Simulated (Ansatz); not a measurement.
**InHCl radical: one species, many methods**

An exercise on one series of results from a longer session: the logs are not shown, and one member is left open.

Method: functionals in def2-TZVPP, the program's frozen cores in correlated methods; program: Ansatz 0.2.0, Gaussian basis.

The runs, in order: LDA (SPW92), PBE-D4, revPBE-D4, BLYP-D4, r2SCAN-D4, B97M-V, PBE0-D4, B3LYP-D4, r2SCANh-D4, r2SCAN0-D4, HSE06-D4, BHLYP-D4, CAM-B3LYP-D4, LC-ωPBE, ωB97X-V, ωB97M-V, B2PLYP, PBE-QIDH; CCSD(T)/def2-SVP; CCSD(T)/def2-TZVPP; MP2/def2-QZVPP; extrapolation to the limit; RPA on PBE.

**The geometry**

The geometry comes from an earlier relaxation with PBE0-D4 in a triple-zeta def2 set; it is a stationary point. In takes the def2 core potential; no spin-orbit term is included.

SMILES `[Cl][InH]`, 3 atoms, charge 0, spin multiplicity 2.

Atoms are counted from 1 here; the program's logs count them from 0.

Bond lengths: Cl1–In2 2.365 Å, In2–H3 1.773 Å. Angles: Cl1–In2–H3 115.3°.

Set-up of the first run:

The input, in.yaml:

```yaml
crystal:
  periodic: [false, false, false]
  atoms:
    - {symbol: Cl, position_ang: [-1.649850, 0.396812, -0.867425]}
    - {symbol: In, position_ang: [0.409548, 0.542352, 0.286090]}
    - {symbol: H, position_ang: [1.229403, -1.003864, 0.568135]}
basis:
  gaussian: {orbitals: def2-TZVPP}
magnetization: {spin_polarized: true, initial_magnetization: 1}
hamiltonian: {xc: lda}
output: {orbitals: {seedname: orbitals}}
```

Steps of the session up to this table: LDA; PBE-D4 (GGA); revPBE-D4 (GGA); BLYP-D4 (GGA); r2SCAN-D4 (meta-GGA); B97M-V (meta-GGA); PBE0-D4 (hybrid); B3LYP-D4 (hybrid); r2SCANh-D4 (hybrid); r2SCAN0-D4 (hybrid); HSE06-D4 (hybrid); BHLYP-D4 (hybrid); CAM-B3LYP-D4 (range-separated); LC-ωPBE-D4 (range-separated; the results give it without D4); ωB97X-V (range-separated); ωB97M-V (range-separated); B2PLYP (double hybrid); PBE-QIDH (double hybrid).

One of the session's tables, all rows but one given; the rest of the session is left out.

It belongs to the step «Frontier levels by functional». 

| functional | HOMO (eV) | LUMO (eV) | gap (eV) |
| --- | --- | --- | --- |
| LDA (SPW92) | -5.39 | -4.58 | 0.81 |
| PBE-D4 | -5.30 | -4.27 | 1.03 |
| revPBE-D4 | -5.27 | -4.16 | 1.10 |
| BLYP-D4 | -5.17 | -4.30 | 0.87 |
| r2SCAN-D4 | -5.70 | -3.91 | 1.78 |
| B97M-V | -5.36 | -4.48 | 0.87 |
| PBE0-D4 | -6.32 | -3.43 | 2.89 |
| B3LYP-D4 | -6.13 | -3.83 | 2.30 |
| r2SCANh-D4 | -6.07 | -3.61 | 2.45 |
| r2SCAN0-D4 | -6.62 | -3.18 | 3.44 |
| HSE06-D4 | -5.93 | -3.80 | 2.13 |
| BHLYP-D4 | -7.19 | -2.72 | 4.47 |
| CAM-B3LYP-D4 | -7.52 | -2.61 | 4.91 |
| LC-ωPBE | -8.79 | -1.23 | 7.56 |
| ωB97X-V | ? | ? | ? |
| ωB97M-V | -8.30 | -1.82 | 6.48 |

**Question.** Estimate the row for ωB97X-V.

As computed: HOMO (eV): -8.35; LUMO (eV): -1.61; gap (eV): 6.74. In the column «HOMO (eV)» it lies between LC-ωPBE (-8.79) and ωB97M-V (-8.30).
